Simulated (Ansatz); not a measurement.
# TiHO (quartet): the correlation ladder, def2-SVP

The task here is to estimate one member of a computed series from the others.

Computed with Ansatz 0.2.0, Gaussian basis. Level: def2-SVP, core rule «outside noble gas», up to 10 orbitals frozen.

Plan: UHF; CCSD(T) on ROHF; CCSD(T) on UHF; CISD as a restricted active space (open shells left free, so some higher excitations enter); CCSDT(Q) on ROHF; CCSDT(Q) on UHF.

32 further runs of the same task are left out: 11 for a known fault of the program, 8 that didn't finish, 13 set aside as unsound or not needed. Runs told in other sessions of the task aren't counted.

**The geometry**

The geometry is a PBE0/def2-TZVP stationary point (not a proven minimum).

3 atoms, charge 0, spin multiplicity 4.

Atoms are counted from 1 here; the program's logs count them from 0.

Bond lengths: Ti1–O2 1.702 Å, Ti1–H3 1.852 Å. Angles: O2–Ti1–H3 180.0°.

Coordinates:

```xyz
3
charge 0, multiplicity 4
Ti    0.0000    0.0000   -0.0502
O     0.0000    0.0000   -1.7517
H     0.0000    0.0000    1.8020
```

Set-up of the first run:

in.yaml

```yaml
crystal:
  periodic: [false, false, false]
  atoms:
    - {symbol: Ti, position_ang: [0.000000, 0.000000, -0.050233]}
    - {symbol: O, position_ang: [0.000000, 0.000000, -1.751733]}
    - {symbol: H, position_ang: [0.000000, 0.000000, 1.801967]}
basis:
  gaussian: {orbitals: def2-SVP}
magnetization: {spin_polarized: true, initial_magnetization: 3}
hamiltonian: {xc: hf}
output: {orbitals: {seedname: orbitals}}
```

Run with:

```
$ ansatz run in.yaml --threads 1 --pin off --events-out ev --progress --plain --max-ram 2393MiB
```

Steps of the session up to this table: UHF; CCSD(T) on ROHF; CCSD(T) on UHF; CISD as a restricted active space (open shells left free, so some higher excitations enter); CCSDT(Q) on ROHF; CCSDT(Q) on UHF.

One table of the session follows, with a row left open; its other results are not shown here.

```
   method  from RCCSDT(Q) (meV)
     ROHF                     ?
      UHF               +6692.0
     RMP2               +1280.7
     UMP2               +1243.0
    RCCSD                +443.3
    UCCSD                +396.5
 RCCSD(T)                +186.0
 UCCSD(T)                +145.1
   RCCSDT                 +46.2
   UCCSDT                  +2.6
RCCSDT(Q)                     0
UCCSDT(Q)                 -49.5
```

**Question.** Estimate the row for ROHF.

**Answer.** from RCCSDT(Q) (meV): +6858.0. In the column «from RCCSDT(Q) (meV)» it is the highest.

Not comparable, so not listed: CISD as a restricted active space (open shells left free, so some higher excitations enter) (they don't share determinant, frozen orbitals or solution with the rows shown, or repeat one).

With the free atoms at the same levels and basis (separate runs), the atomisation energy is 5.477 eV at RCCSDT(Q), 5.308 eV at RCCSD(T), 5.279 eV at UCCSD(T), 3.102 eV at ROHF.

Caveats from the session: Restricted and unrestricted rows rest on different reference determinants; a gap between their highest levels can come from leftover correlation error, from unlike frozen cores or from another state.
